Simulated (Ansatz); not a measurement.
Geometry optimisation, Ansatz 0.2.0, DFT PBEsol, scalar-relativistic, plane waves, PAW.

Input file:

```yaml
accuracy: low
crystal:
  lattice:
    - [0.0, 5.43, 5.43]
    - [5.43, 0.0, 5.43]
    - [5.43, 5.43, 0.0]
  atoms:
    - { symbol: Si, position: [0.0, 0.0, 0.0] }
    - { symbol: Si, position: [0.125, 0.125, 0.125] }
    - { symbol: Si, position: [0.0, 0.0, 0.5] }
    - { symbol: Si, position: [0.125, 0.125, 0.625] }
    - { symbol: Si, position: [0.0, 0.5, 0.0] }
    - { symbol: Si, position: [0.125, 0.625, 0.125] }
    - { symbol: Si, position: [0.0, 0.5, 0.5] }
    - { symbol: Si, position: [0.125, 0.625, 0.625] }
    - { symbol: Si, position: [0.5, 0.0, 0.0] }
    - { symbol: Si, position: [0.625, 0.125, 0.125] }
    - { symbol: Si, position: [0.5, 0.0, 0.5] }
    - { symbol: Si, position: [0.625, 0.125, 0.625] }
    - { symbol: Si, position: [0.5, 0.5, 0.0] }
    - { symbol: Si, position: [0.625, 0.625, 0.125] }
    - { symbol: Si, position: [0.5, 0.5, 0.5] }
    - { symbol: Si, position: [0.625, 0.625, 0.625] }
    - { symbol: "N", position: [0.3727846, 0.8737666, 0.3743021], spin: 1.0 }
magnetization:
  spin_polarized: true
basis:
  ecutwfc: 420.0
kpoints:
  mp_grid: { grid: [2, 2, 2] }
hamiltonian:
  xc: pbesol
  pseudopotentials: { kind: paw, azcp: { folder: soft_1 } }
scf:
  occupations: { method: fermi_dirac, width: 0.02 }
  lower_state_search: "off"
relax:
  f_tol: 0.08
  max_steps: 25
  adjacent_minimum: "off"
output:
  write_density: true
  write_potential: true
  elf: true
  volumetric_format: npy
```

Launched with:

```bash
$ ansatz run input.yaml --threads 1 --pin off --max-ram 3072MiB --backend cpu --events-out ev --progress --plain --runs-dir out
```

Task: Where does it end, and by what steps?

Result: The run converged. Limits of this set-up: coarse k mesh, PAW files made for another functional, a small cell, in which the defect meets its images, low accuracy level. After 11 steps the energy has fallen by 1.664 eV; N17 moved furthest, 0.91 Å.

| step | energy less start (eV) | largest force component (eV/Å) | accepted |
| --- | --- | --- | --- |
| 0 | 0.0000 | 0.570 | yes |
| 1 | -0.1509 | 0.399 | yes |
| 2 | -0.3579 | 0.424 | yes |
| 3 | -0.6494 | 0.288 | yes |
| 4 | -0.4848 | 1.017 | no |
| 5 | -0.8140 | 0.518 | yes |
| 6 | -0.9945 | 0.803 | yes |
| 7 | -1.2216 | 0.612 | yes |
| 8 | -1.5267 | 0.495 | yes |
| 9 | -1.6487 | 0.140 | yes |
| 10 | -1.6495 | 0.238 | yes |
| 11 | -1.6636 | 0.020 | yes |

```xyz
17
Lattice="0.0000 5.4300 5.4300 5.4300 0.0000 5.4300 5.4300 5.4300 0.0000" Properties=species:S:1:pos:R:3
Si 0.042 -0.069 0.041
Si 1.453 1.135 1.455
Si 2.411 2.863 0.148
Si 4.028 4.090 1.375
Si 2.907 0.190 2.903
Si 4.261 1.545 4.259
Si 5.473 2.757 2.646
Si 6.885 4.171 3.850
Si 0.147 2.862 2.412
Si 1.375 4.090 4.027
Si 2.797 5.512 2.797
Si 4.170 6.886 4.172
Si 2.646 2.755 5.470
Si 3.850 4.167 6.883
Si 5.578 5.126 5.578
Si 6.805 6.742 6.805
N 6.248 3.533 6.249
```

Whether the end is a true minimum wasn't checked by a vibrational analysis.

The run took 4.9 min on 1 thread of Arm Neoverse V2 (shared host), peak memory 0.67 GiB.
